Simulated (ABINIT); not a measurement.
The system is Sr2SO.

```xyz
4
Lattice="4.0432 0.0000 0.0000 0.0000 4.0432 0.0000 0.0000 0.0000 5.7180" Properties=species:S:1:pos:R:3 pbc="T T T"
Sr    2.0216    2.0216    2.8590
Sr    0.0000    0.0000    0.0000
S     0.0000    0.0000    2.8590
O     2.0216    2.0216    0.0000
```

The cell comes from a database or a generator and needn't be the stable form of this composition.

```yaml
Program: ABINIT 10.8.3 (patched build)
Task: single point
Functional: PBE
Potentials_or_basis: JTH PAW PBE v2.0
Cutoff: 626 eV
k_mesh: 7 × 7 × 5
Occupations: fermi-dirac, width 0.05 eV
Spin: no spin polarisation
```

On this cell: pressure -0.3 GPa; largest force under 0.003 eV/Å; band gap on the k mesh 2.21 eV, direct.

The same run follows on a disturbed copy (atoms moved at random, drawn with an rms of 0.05 Å):

```xyz
4
Lattice="4.0432 0.0000 0.0000 0.0000 4.0432 0.0000 0.0000 0.0000 5.7180" Properties=species:S:1:pos:R:3 pbc="T T T"
Sr    2.0352    2.0109    2.8738
Sr   -0.0444   -0.0360   -0.0025
S     0.0278    0.0056    2.8552
O     2.0044    1.9986   -0.0053
```

**Question.** What changes?

**Answer.** The energy moves by +0.9 meV/atom; pressure -0.3 GPa; largest force 0.131 eV/Å; band gap on the k mesh 2.22 eV, direct.

Forces in eV/Å, atoms in the order of the input:
```
Sr  -0.006  0.050  0.005
Sr   0.012  0.004  0.029
S   -0.092 -0.093  0.009
O    0.086  0.039 -0.043
```

Caveats: an odd mesh through Γ misses points on the zone boundary, where band edges often lie.
